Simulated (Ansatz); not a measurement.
An input for Ansatz 0.2.0 (Hf2Pd2Se2Br2O3):

input.yaml

```yaml
crystal:
  lattice:
    - [5.60663, -0.09346, -0.01409]
    - [1.61393, 5.33512, 0.00251]
    - [1.36916, 1.91529, 8.31543]
  atoms:
    - { symbol: Hf, position: [0.23317, 0.65161, 0.02284] }
    - { symbol: Hf, position: [0.76683, 0.34839, 0.97716] }
    - { symbol: Pd, position: [0.0, 0.5, 0.5] }
    - { symbol: Pd, position: [0.0, 0.0, 0.5] }
    - { symbol: Se, position: [0.02419, 0.33917, 0.25331] }
    - { symbol: Se, position: [0.97581, 0.66083, 0.74669] }
    - { symbol: Br, position: [0.5, 0.5, 0.5] }
    - { symbol: Br, position: [0.5, 0.0, 0.5] }
    - { symbol: O, position: [0.44792, 0.35724, 0.92101] }
    - { symbol: O, position: [0.55208, 0.64276, 0.07899] }
    - { symbol: O, position: [0.0, 0.0, 0.0] }
hamiltonian:
  xc:
    exchange: r2scan
    correlation: r2scan
    exx: { coeff: inverse_dielectric }
  pseudopotentials: { kind: paw }
kpoints:
  mp_grid: { grid: [2, 3, 2] }
scf:
  occupations: { method: fermi_dirac, width: 0.05 }
output:
  forces: true
  stress: true
  eigenvalues: true
```

Potentials or basis: Ansatz PAW.

The run is started by

```sh
$ ansatz run input.yaml --threads 8 --pin off --max-ram 20480MiB --backend cpu --events-out ev --progress --plain --runs-dir out
```

Does this run start?

The run stopped without a result. It printed:

Output:

```text
Warning: output.stress: scf.convergence.dr2_threshold = 1e-7 eV (the SCF's general default) is looser than the 1.1e-9 eV advised for a printed stress (1e-10 eV for each atom of the cell: 11). What an SCF threshold leaves in a stress goes as its square root, and in the free energy as the threshold itself, and one threshold admits the most on a small cell: of the crystals measured, under no hybrid functional and no lock of the moments, on runs that ended without the residual-converged pass, on stresses that held no estimate of that error, the worst erred by over 100 MPa in a component at 1e-7 eV an atom and by under 5 at 1e-10. Set scf.convergence.dr2_threshold to 1.1e-9 eV or tighter. The threshold is an SCF's pass mark: one that does not reach it within its budget of iterations ends unconverged, or closes short of it on a stop that the run arms, and scf.convergence.dr2_threshold's page says what that costs each kind of run
Warning: output.stress: scf.exx.energy_threshold = 1e-6 eV is looser than the 1.1e-7 eV advised for a stress under a hybrid functional (1e-8 eV for each atom of the cell: 11). Every SCF of the exchange loop can meet its threshold on dr2 while the loop round them stops early: no threshold on dr2 bounds what that leaves in the stress. Set scf.exx.energy_threshold to 1.1e-7 eV or tighter. The threshold is the loop's pass mark: a loop that does not reach it within its budget of cycles ends unconverged, and scf.exx.energy_threshold's page has the law
Error: inconsistent input (hamiltonian.xc.exx): inverse_dielectric: the cell's Pd atoms are not all equivalent, so it may hold a defect, which takes its host's fraction: type that crystal under crystal.host (beside crystal.checkpoint the word checkpoint takes a saved host) or, if the cell holds no defect, crystal.host: (host) for its own fraction
```
